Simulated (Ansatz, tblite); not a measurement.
# Si19H28 ring sphere (Si19H28): removing and adding an electron, part 2 of 3

Aim: the energy of removing and adding an electron for Si19H28 ring sphere (Si19H28), by energy differences, and how well orbital energies stand in for it.

Ansatz 0.2.0, Gaussian basis; as each input shows. Earlier steps stand in the parts before.

### Step 6. Relaxing the charge +1 doublet

Changes to in.yaml since step 4:

```diff
@@ -51,7 +51,8 @@
 basis:
-  gaussian: {orbitals: def2-TZVP, fitting: {mean_field: def2-universal-jkfit}, initial_orbitals: start.molden}
+  gaussian: {orbitals: def2-SVP, fitting: {mean_field: def2-universal-jkfit}}
 total_charge: 1
 magnetization: {spin_polarized: true, initial_magnetization: 1}
-hamiltonian: {xc: {name: B97M-V}}
-scf: {omitted_lower_state_checks: [starts]}
+hamiltonian: {xc: pbe, dispersion: d4}
+scf: {lower_state_search: "off"}
 output: {orbitals: {seedname: orbitals}}
+relax: {f_tol: 0.03, max_steps: 70}
```

The command is unchanged.

What it wrote:

```text
Functional definition: PBE
  name "PBE"
  cite "Perdew, Burke & Ernzerhof, Phys. Rev. Lett. 77, 3865 (1996) doi:10.1103/PhysRevLett.77.3865"
  parent pbe
  parameter kappa = 0.804
  parameter beta = 0.06672455060314922
  exchange = pbe_x(kappa = kappa, mu = beta*pi^2/3)
  correlation = pbe_c(beta = beta)
these checks for a lower state are left out or cut short: stability, starts, cluster_reference, orbital_swaps, neighbouring_geometries, increment
2936 factors; integrals over basis functions are off by at most 3.3e-1 eV
mean field evaluation 1: about -149998.1687 eV, gradient 2.2e1 eV
mean field evaluation 2: about -150000.3029 eV, gradient 1.8e1 eV
mean field evaluation 4: about -150002.5223 eV, gradient 7.3e0 eV
mean field evaluation 8: about -150003.0438 eV, gradient 2.0e0 eV
mean field evaluation 16: about -150003.0757 eV, gradient 5.1e-3 eV
mean field -150003.07649451 eV, -5512.5113854362 hartree, gradient 2.3e-6 eV, S^2 0.751002; 0 other end points of the search recorded, 0 dependent functions left out
the calculation of the forces begins
reference -150003.07657626 eV, -5512.5113884406 hartree; 147, 146 occupied and 335, 336 virtual orbitals, 2936 factors
relax step   1: F+E_penalty+E_count = -150006.13205500 eV  Δ(F+E_penalty+E_count) = +0.000e0 eV  max|allowed force component| = 7.328e-1 eV/Å  Δτ_max = 0.0000 Å  (83 SCF iters, accepted)
these checks for a lower state are left out or cut short: stability, starts, cluster_reference, orbital_swaps, neighbouring_geometries, increment
2936 factors; integrals over basis functions are off by at most 3.3e-1 eV
mean field evaluation 32: about -150003.2256 eV, gradient 3.4e-4 eV
mean field -150003.22561469 eV, -5512.5168655015 hartree, gradient 1.9e-6 eV, S^2 0.751168; 0 other end points of the search recorded, 0 dependent functions left out
the calculation of the forces begins
reference -150003.22569566 eV, -5512.5168684774 hartree; 147, 146 occupied and 335, 336 virtual orbitals, 2936 factors
relax step   2: F+E_penalty+E_count = -150006.28980965 eV  Δ(F+E_penalty+E_count) = -1.578e-1 eV  max|allowed force component| = 1.581e-1 eV/Å  Δτ_max = 0.1915 Å  (29 SCF iters, accepted)
these checks for a lower state are left out or cut short: stability, starts, cluster_reference, orbital_swaps, neighbouring_geometries, increment
2936 factors; integrals over basis functions are off by at most 3.3e-1 eV
mean field -150003.26995808 eV, -5512.5184950913 hartree, gradient 1.9e-6 eV, S^2 0.751194; 0 other end points of the search recorded, 0 dependent functions left out
the calculation of the forces begins
reference -150003.27003930 eV, -5512.5184980760 hartree; 147, 146 occupied and 335, 336 virtual orbitals, 2936 factors
relax step   3: F+E_penalty+E_count = -150006.32694366 eV  Δ(F+E_penalty+E_count) = -3.713e-2 eV  max|allowed force component| = 6.760e-2 eV/Å  Δτ_max = 0.0582 Å  (26 SCF iters, accepted)
these checks for a lower state are left out or cut short: stability, starts, cluster_reference, orbital_swaps, neighbouring_geometries, increment
2936 factors; integrals over basis functions are off by at most 3.2e-1 eV
mean field -150003.27460820 eV, -5512.5186659800 hartree, gradient 2.5e-6 eV, S^2 0.751229; 0 other end points of the search recorded, 0 dependent functions left out
the calculation of the forces begins
reference -150003.27468941 eV, -5512.5186689643 hartree; 147, 146 occupied and 335, 336 virtual orbitals, 2936 factors
relax step   4: F+E_penalty+E_count = -150006.33348430 eV  Δ(F+E_penalty+E_count) = -6.541e-3 eV  max|allowed force component| = 4.235e-2 eV/Å  Δτ_max = 0.0214 Å  (24 SCF iters, accepted)
these checks for a lower state are left out or cut short: stability, starts, cluster_reference, orbital_swaps, neighbouring_geometries, increment
2936 factors; integrals over basis functions are off by at most 3.2e-1 eV
mean field -150003.23796070 eV, -5512.5173192091 hartree, gradient 2.5e-6 eV, S^2 0.751328; 0 other end points of the search recorded, 0 dependent functions left out
the calculation of the forces begins
reference -150003.23804180 eV, -5512.5173221896 hartree; 147, 146 occupied and 335, 336 virtual orbitals, 2936 factors
relax step   5: F+E_penalty+E_count = -150006.30110913 eV  Δ(F+E_penalty+E_count) = +3.238e-2 eV  max|allowed force component| = 5.098e-1 eV/Å  Δτ_max = 0.0618 Å  (27 SCF iters, rejected (line search))
these checks for a lower state are left out or cut short: stability, starts, cluster_reference, orbital_swaps, neighbouring_geometries, increment
2936 factors; integrals over basis functions are off by at most 3.2e-1 eV
mean field evaluation 64: about -150003.2778 eV, gradient 2.4e-6 eV
mean field -150003.27777965 eV, -5512.5187825287 hartree, gradient 2.4e-6 eV, S^2 0.751266; 0 other end points of the search recorded, 0 dependent functions left out
the calculation of the forces begins
reference -150003.27786082 eV, -5512.5187855115 hartree; 147, 146 occupied and 335, 336 virtual orbitals, 2936 factors
relax step   6: F+E_penalty+E_count = -150006.33781841 eV  Δ(F+E_penalty+E_count) = -4.334e-3 eV  max|allowed force component| = 2.232e-2 eV/Å  Δτ_max = 0.0304 Å  (25 SCF iters, accepted)
these checks for a lower state are left out or cut short: stability, starts, cluster_reference, orbital_swaps, neighbouring_geometries, increment
2936 factors; integrals over basis functions are off by at most 3.2e-1 eV
mean field -150003.27964991 eV, -5512.5188512594 hartree, gradient 2.2e-6 eV, S^2 0.751324; 0 other end points of the search recorded, 0 dependent functions left out
the calculation of the forces begins
reference -150003.27973098 eV, -5512.5188542388 hartree; 147, 146 occupied and 335, 336 virtual orbitals, 2936 factors
relax step   7: F+E_penalty+E_count = -150006.34126499 eV  Δ(F+E_penalty+E_count) = -3.447e-3 eV  max|allowed force component| = 3.099e-2 eV/Å  Δτ_max = 0.0510 Å  (24 SCF iters, accepted)
these checks for a lower state are left out or cut short: stability, starts, cluster_reference, orbital_swaps, neighbouring_geometries, increment
2936 factors; integrals over basis functions are off by at most 3.3e-1 eV
mean field -150003.27827151 eV, -5512.5188006041 hartree, gradient 1.5e-6 eV, S^2 0.751335; 0 other end points of the search recorded, 0 dependent functions left out
the calculation of the forces begins
reference -150003.27835256 eV, -5512.5188035828 hartree; 147, 146 occupied and 335, 336 virtual orbitals, 2936 factors
relax step   8: F+E_penalty+E_count = -150006.33497835 eV  Δ(F+E_penalty+E_count) = +6.287e-3 eV  max|allowed force component| = 1.723e-1 eV/Å  Δτ_max = 0.0877 Å  (27 SCF iters, rejected (line search))
these checks for a lower state are left out or cut short: stability, starts, cluster_reference, orbital_swaps, neighbouring_geometries, increment
2936 factors; integrals over basis functions are off by at most 3.2e-1 eV
mean field -150003.28440601 eV, -5512.5190260428 hartree, gradient 2.8e-6 eV, S^2 0.751350; 0 other end points of the search recorded, 0 dependent functions left out
the calculation of the forces begins
reference -150003.28448703 eV, -5512.5190290204 hartree; 147, 146 occupied and 335, 336 virtual orbitals, 2936 factors
relax step   9: F+E_penalty+E_count = -150006.34511118 eV  Δ(F+E_penalty+E_count) = -3.846e-3 eV  max|allowed force component| = 1.143e-2 eV/Å  Δτ_max = 0.0422 Å  (23 SCF iters, accepted)
these checks for a lower state are left out or cut short: stability, starts, cluster_reference, orbital_swaps, neighbouring_geometries, increment
2936 factors; integrals over basis functions are off by at most 3.2e-1 eV
mean field -150003.28916763 eV, -5512.5192010292 hartree, gradient 2.9e-6 eV, S^2 0.751424; 0 other end points of the search recorded, 0 dependent functions left out
the calculation of the forces begins
reference -150003.28924861 eV, -5512.5192040052 hartree; 147, 146 occupied and 335, 336 virtual orbitals, 2936 factors
relax step  10: F+E_penalty+E_count = -150006.34847527 eV  Δ(F+E_penalty+E_count) = -3.364e-3 eV  max|allowed force component| = 5.200e-2 eV/Å  Δτ_max = 0.0731 Å  (23 SCF iters, accepted)
these checks for a lower state are left out or cut short: stability, starts, cluster_reference, orbital_swaps, neighbouring_geometries, increment
2936 factors; integrals over basis functions are off by at most 3.3e-1 eV
mean field evaluation 96: about -150003.2688 eV, gradient 2.3e0 eV
mean field -150003.28938612 eV, -5512.5192090584 hartree, gradient 3.8e-6 eV, S^2 0.751497; 0 other end points of the search recorded, 0 dependent functions left out
the calculation of the forces begins
reference -150003.28946709 eV, -5512.5192120342 hartree; 147, 146 occupied and 335, 336 virtual orbitals, 2936 factors
relax step  11: F+E_penalty+E_count = -150006.35011758 eV  Δ(F+E_penalty+E_count) = -1.642e-3 eV  max|allowed force component| = 4.599e-2 eV/Å  Δτ_max = 0.0933 Å  (21 SCF iters, accepted)
these checks for a lower state are left out or cut short: stability, starts, cluster_reference, orbital_swaps, neighbouring_geometries, increment
2936 factors; integrals over basis functions are off by at most 3.3e-1 eV
mean field -150003.29166480 eV, -5512.5192927984 hartree, gradient 1.4e-6 eV, S^2 0.751480; 0 other end points of the search recorded, 0 dependent functions left out
the calculation of the forces begins
reference -150003.29174580 eV, -5512.5192957751 hartree; 147, 146 occupied and 335, 336 virtual orbitals, 2936 factors
relax step  12: F+E_penalty+E_count = -150006.35164580 eV  Δ(F+E_penalty+E_count) = -1.528e-3 eV  max|allowed force component| = 4.319e-2 eV/Å  Δτ_max = 0.0209 Å  (23 SCF iters, accepted)
these checks for a lower state are left out or cut short: stability, starts, cluster_reference, orbital_swaps, neighbouring_geometries, increment
2936 factors; integrals over basis functions are off by at most 3.2e-1 eV
mean field -150003.29244186 eV, -5512.5193213549 hartree, gradient 1.6e-6 eV, S^2 0.751461; 0 other end points of the search recorded, 0 dependent functions left out
the calculation of the forces begins
reference -150003.29252285 eV, -5512.5193243314 hartree; 147, 146 occupied and 335, 336 virtual orbitals, 2936 factors
relax step  13: F+E_penalty+E_count = -150006.35330034 eV  Δ(F+E_penalty+E_count) = -1.655e-3 eV  max|allowed force component| = 3.276e-2 eV/Å  Δτ_max = 0.0272 Å  (23 SCF iters, accepted)
these checks for a lower state are left out or cut short: stability, starts, cluster_reference, orbital_swaps, neighbouring_geometries, increment
2936 factors; integrals over basis functions are off by at most 3.3e-1 eV
mean field -150003.29266675 eV, -5512.5193296194 hartree, gradient 2.2e-6 eV, S^2 0.751468; 0 other end points of the search recorded, 0 dependent functions left out
the calculation of the forces begins
reference -150003.29274775 eV, -5512.5193325962 hartree; 147, 146 occupied and 335, 336 virtual orbitals, 2936 factors
relax step  14: F+E_penalty+E_count = -150006.35500561 eV  Δ(F+E_penalty+E_count) = -1.705e-3 eV  max|allowed force component| = 3.110e-2 eV/Å  Δτ_max = 0.0790 Å  (22 SCF iters, accepted)
these checks for a lower state are left out or cut short: stability, starts, cluster_reference, orbital_swaps, neighbouring_geometries, increment
2936 factors; integrals over basis functions are off by at most 3.3e-1 eV
mean field evaluation 128: about -150003.2924 eV, gradient 3.4e-4 eV
mean field -150003.29241972 eV, -5512.5193205412 hartree, gradient 1.9e-6 eV, S^2 0.751495; 0 other end points of the search recorded, 0 dependent functions left out
the calculation of the forces begins
reference -150003.29250079 eV, -5512.5193235204 hartree; 147, 146 occupied and 335, 336 virtual orbitals, 2936 factors
relax step  15: F+E_penalty+E_count = -150006.35568194 eV  Δ(F+E_penalty+E_count) = -6.763e-4 eV  max|allowed force component| = 4.859e-2 eV/Å  Δτ_max = 0.0685 Å  (22 SCF iters, accepted)
these checks for a lower state are left out or cut short: stability, starts, cluster_reference, orbital_swaps, neighbouring_geometries, increment
2936 factors; integrals over basis functions are off by at most 3.3e-1 eV
mean field -150003.29237065 eV, -5512.5193187381 hartree, gradient 2.0e-6 eV, S^2 0.751499; 0 other end points of the search recorded, 0 dependent functions left out
the calculation of the forces begins
reference -150003.29245172 eV, -5512.5193217171 hartree; 147, 146 occupied and 335, 336 virtual orbitals, 2936 factors
relax step  16: F+E_penalty+E_count = -150006.35610012 eV  Δ(F+E_penalty+E_count) = -4.182e-4 eV  max|allowed force component| = 3.686e-2 eV/Å  Δτ_max = 0.0093 Å  (18 SCF iters, accepted)
these checks for a lower state are left out or cut short: stability, starts, cluster_reference, orbital_swaps, neighbouring_geometries, increment
2936 factors; integrals over basis functions are off by at most 3.3e-1 eV
mean field -150003.29269006 eV, -5512.5193304761 hartree, gradient 6.6e-6 eV, S^2 0.751508; 0 other end points of the search recorded, 0 dependent functions left out
the calculation of the forces begins
reference -150003.29277111 eV, -5512.5193334546 hartree; 147, 146 occupied and 335, 336 virtual orbitals, 2936 factors
relax step  17: F+E_penalty+E_count = -150006.35646210 eV  Δ(F+E_penalty+E_count) = -3.620e-4 eV  max|allowed force component| = 1.131e-2 eV/Å  Δτ_max = 0.0167 Å  (18 SCF iters, accepted)
Total energy: -150006.35654315 eV, -5512.6319250006 hartree
Atom 0 at    -3.451884    -0.788940    -1.963814 Å, force    -0.000936    -0.000860    -0.004726 eV/Å
Atom 1 at    -3.429842     1.610174     0.862186 Å, force    -0.008040    -0.001931    -0.002265 eV/Å
Atom 2 at    -0.784022    -3.454230    -1.961689 Å, force    -0.000807    -0.001129    -0.004658 eV/Å
Atom 3 at    -0.649731    -0.649399     0.814555 Å, force    -0.003420    -0.004007    -0.011310 eV/Å
Atom 4 at     1.611551    -3.427756     0.867540 Å, force    -0.001753    -0.008327    -0.002243 eV/Å
Atom 5 at     2.036517    -0.651660    -2.008603 Å, force    -0.000860     0.002301    -0.002629 eV/Å
Atom 6 at     1.988437    -0.654175     3.523961 Å, force    -0.002081     0.003892     0.009709 eV/Å
Atom 7 at    -0.651226     2.033619    -2.011626 Å, force     0.002507    -0.000802    -0.002701 eV/Å
Atom 8 at     2.071208     2.073815     0.684133 Å, force    -0.000875    -0.000911    -0.001792 eV/Å
Atom 9 at    -0.659502     1.990986     3.521480 Å, force     0.004005    -0.002040     0.009871 eV/Å
Atom 10 at    -2.323688    -2.328623    -3.348646 Å, force    -0.000090     0.000040    -0.001927 eV/Å
Atom 11 at    -1.969993     0.572104    -0.738996 Å, force     0.003149    -0.004733     0.009360 eV/Å
Atom 12 at    -2.355250     3.103162     2.326040 Å, force    -0.000324     0.001805    -0.002309 eV/Å
Atom 13 at     0.773291     0.770114    -3.409530 Å, force    -0.004790    -0.004733    -0.005786 eV/Å
Atom 14 at     0.574503    -1.970372    -0.736456 Å, force    -0.004947     0.003831     0.009517 eV/Å
Atom 15 at     0.734335     0.736989     2.075518 Å, force     0.002219     0.002200     0.003867 eV/Å
Atom 16 at     3.102681    -2.350587     2.331380 Å, force     0.001774    -0.000208    -0.002221 eV/Å
Atom 17 at     3.425018     0.732957    -0.702031 Å, force     0.000597    -0.004752     0.002996 eV/Å
Atom 18 at     0.730730     3.424836    -0.705120 Å, force    -0.004806     0.000604     0.003014 eV/Å
Atom 19 at    -4.333508     0.131871    -2.766721 Å, force    -0.001366    -0.001104    -0.000523 eV/Å
Atom 20 at    -4.285324    -1.533771    -0.953731 Å, force     0.002457     0.003986    -0.000282 eV/Å
Atom 21 at    -4.067966     0.476080     1.620077 Å, force     0.003273     0.006701    -0.003281 eV/Å
Atom 22 at    -4.467338     2.282566    -0.004191 Å, force     0.006340    -0.003463     0.005822 eV/Å
Atom 23 at    -1.528936    -4.287834    -0.951799 Å, force     0.003964     0.002455    -0.000284 eV/Å
Atom 24 at     0.138407    -4.335415    -2.763230 Å, force    -0.001113    -0.001317    -0.000451 eV/Å
Atom 25 at    -1.533412    -1.532966     1.657714 Å, force    -0.001623    -0.001596     0.002551 eV/Å
Atom 26 at     0.477019    -4.065371     1.625197 Å, force     0.006647     0.003233    -0.003237 eV/Å
Atom 27 at     2.285245    -4.466145     0.003241 Å, force    -0.003516     0.006402     0.005769 eV/Å
Atom 28 at     2.838164    -1.611232    -2.855222 Å, force     0.000448     0.001695     0.000207 eV/Å
Atom 29 at     1.010483    -1.301317     4.469740 Å, force     0.004379     0.003688    -0.005238 eV/Å
Atom 30 at     2.946086     0.213542     4.296383 Å, force    -0.002059    -0.004796    -0.003578 eV/Å
Atom 31 at    -1.610593     2.833435    -2.860193 Å, force     0.001661     0.000524     0.000156 eV/Å
Atom 32 at     2.928153     2.932517     1.580366 Å, force     0.001010     0.001037    -0.000229 eV/Å
Atom 33 at    -1.307029     1.013156     4.467131 Å, force     0.003705     0.004442    -0.005285 eV/Å
Atom 34 at     0.206570     2.949810     4.294313 Å, force    -0.004918    -0.002158    -0.003681 eV/Å
Atom 35 at    -3.299878    -3.306279    -3.945995 Å, force     0.000707     0.000684     0.000995 eV/Å
Atom 36 at    -1.597216    -1.602257    -4.444917 Å, force    -0.000077    -0.000101     0.003030 eV/Å
Atom 37 at    -3.408619     3.559237     3.304895 Å, force    -0.001408     0.001310     0.000663 eV/Å
Atom 38 at    -1.824474     4.278110     1.556758 Å, force    -0.002149    -0.001864    -0.000557 eV/Å
Atom 39 at    -0.010547    -0.015595    -4.423370 Å, force     0.002848     0.002819     0.001304 eV/Å
Atom 40 at     1.714366     1.711305    -4.114994 Å, force     0.000516     0.000536     0.002846 eV/Å
Atom 41 at     4.277961    -1.819994     1.562482 Å, force    -0.001867    -0.002174    -0.000605 eV/Å
Atom 42 at     3.558566    -3.402531     3.311846 Å, force     0.001345    -0.001479     0.000723 eV/Å
Atom 43 at     4.395267    -0.079032     0.109377 Å, force     0.002487    -0.000599     0.000893 eV/Å
Atom 44 at     4.183708     1.626545    -1.648384 Å, force    -0.001092    -0.000494    -0.001214 eV/Å
Atom 45 at    -0.083044     4.395321     0.104213 Å, force    -0.000588     0.002516     0.000918 eV/Å
Atom 46 at     1.624779     4.183202    -1.651302 Å, force    -0.000531    -0.001123    -0.001197 eV/Å
Dipole moment:    -0.131759    -0.131684     0.069598 e Å
Checks for a lower state left out: stability, starts, cluster_reference, orbital_swaps, neighbouring_geometries, increment
```

Run time: 89 s. Hardware: 1 × H100 (card shared with other runs) with 2 threads of AMD EPYC 7R13, shared host.

Relaxation path: (the energy doesn't fall at every step)

| step | energy from step 1 (eV) | largest force component (eV/Å) |
| --- | --- | --- |
| 1 | 0.0000 | 0.7328 |
| 2 | -0.1578 | 0.1581 |
| 3 | -0.1949 | 0.0676 |
| 4 | -0.2014 | 0.0424 |
| 5 | -0.1691 | 0.5098 |
| 6 | -0.2058 | 0.0223 |
| 7 | -0.2092 | 0.0310 |
| 8 | -0.2029 | 0.1723 |
| 9 | -0.2131 | 0.0114 |
| 10 | -0.2164 | 0.0520 |
| 11 | -0.2181 | 0.0460 |
| 12 | -0.2196 | 0.0432 |
| 13 | -0.2212 | 0.0328 |
| 14 | -0.2230 | 0.0311 |
| 15 | -0.2236 | 0.0486 |
| 16 | -0.2240 | 0.0369 |
| 17 | -0.2244 | 0.0113 |

The force was under the threshold of 0.03 eV/Å already at step 6, but the program went on to step 17.

Close pairs (by a distance rule), those that changed most:

| bond | before (Å) | after (Å) | change (Å) |
| --- | --- | --- | --- |
| Si2–Si12 | 2.355 | 2.403 | +0.048 |
| Si5–Si15 | 2.355 | 2.403 | +0.048 |
| Si4–Si15 | 2.348 | 2.377 | +0.029 |
| Si4–Si12 | 2.348 | 2.377 | +0.029 |
| Si4–Si16 | 2.348 | 2.330 | -0.018 |
| Si10–Si16 | 2.355 | 2.368 | +0.013 |
| Si7–Si16 | 2.355 | 2.368 | +0.013 |
| Si11–H36 | 1.511 | 1.505 | -0.005 |

[end of part 2 of 3]
